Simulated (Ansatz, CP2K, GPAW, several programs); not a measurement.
## Many methods on one cell: HfSiO4 (I4_1/amd)

A 12-atom cell of HfSiO4 started from a crystallographic database, relaxed with r2SCAN in Ansatz, was computed with several methods. The symmetry is I4_1/amd (No. 141, tetragonal); a = 6.582 Å, c = 5.972 Å in the conventional setting, 10.78 Å³ an atom. Around Hf lie 8 O at 2.12–2.26 Å; around Si lie 4 O at 1.62 Å; around O lie 1 Si at 1.62 Å and 2 Hf at 2.12–2.26 Å. No spin polarisation and no zero-point or thermal motion.

```cif
data_structure
_symmetry_space_group_name_H-M 'I4_1/amd:1'
_symmetry_Int_Tables_number 141
_cell_length_a 6.5816
_cell_length_b 6.5816
_cell_length_c 5.9715
_cell_angle_alpha 90.000
_cell_angle_beta 90.000
_cell_angle_gamma 90.000
_cell_volume 258.68
loop_
_atom_site_label
_atom_site_type_symbol
_atom_site_symmetry_multiplicity
_atom_site_Wyckoff_symbol
_atom_site_fract_x
_atom_site_fract_y
_atom_site_fract_z
_atom_site_occupancy
Hf1 Hf 4 a 0.00000 0.50000 0.25000 1
Si1 Si 4 b 0.50000 0.00000 0.25000 1
O1 O 16 h 0.50000 0.31537 0.81988 1
```

Gaps and times are for a single point on this cell; volume and bulk modulus come from each method's own relaxation or energy curve at fixed shape, which is too stiff where a cell has free coordinates or axes. Times are rough, from shared hosts (Arm Neoverse V2), and each method has its own mesh and cell size. A double dagger marks a value from a curve with shape and coordinates held. A star marks a curve whose lowest point is an end point. Gaps from k meshes are read at a limited set of points (mesh, symmetry points, PBE's band edges), so each method's own least gap may be somewhat smaller. Minimal bases can be far off for gaps. GLLB-SC's gap includes the derivative discontinuity. d marks a direct gap, i an indirect one (no mark: not told apart), a dash a value that wasn't computed or didn't pass its checks.

| method | kind | gap (eV) | own volume (Å³/atom) | bulk modulus (GPa) | atoms computed | processor time |
| --- | --- | --- | --- | --- | --- | --- |
| light PBE (260 eV and a coarse mesh) | light plane-wave | 5.33 i | – | – | 12 | 2.6 s |
| PBE | semilocal | 5.43 i | 11.07 | 231‡ | 12 | 19 s |
| PBE/SZV (CP2K) | small basis | 5.00 i | 11.78*‡ | 197*‡ | 12 | 29 s |
| r2SCAN | semilocal | 6.00 i | 10.78 | 256‡ | 12 | 38 s |
| PBE/DZVP (CP2K) | small basis | 5.26 i | 10.89‡ | 235‡ | 12 | 84 s |
| GLLB-SC (GPAW) | model potential | 8.66 | – | – | 12 | 100 s |

Against r2SCAN (6.00 eV) and with closed or daggered gaps left aside, the nearest gap at the points sampled is that of PBE (-0.57 eV) and the farthest that of GLLB-SC (GPAW) (+2.66 eV). r2SCAN is only a yardstick of convenience: semilocal gaps usually lie below measured ones, which GLLB-SC and hybrids aim to mend.

Volumes against r2SCAN's: PBE +2.7 %.

No spin-orbit coupling is included; it can move band edges with weight on the heavy atoms by tenths of an eV.
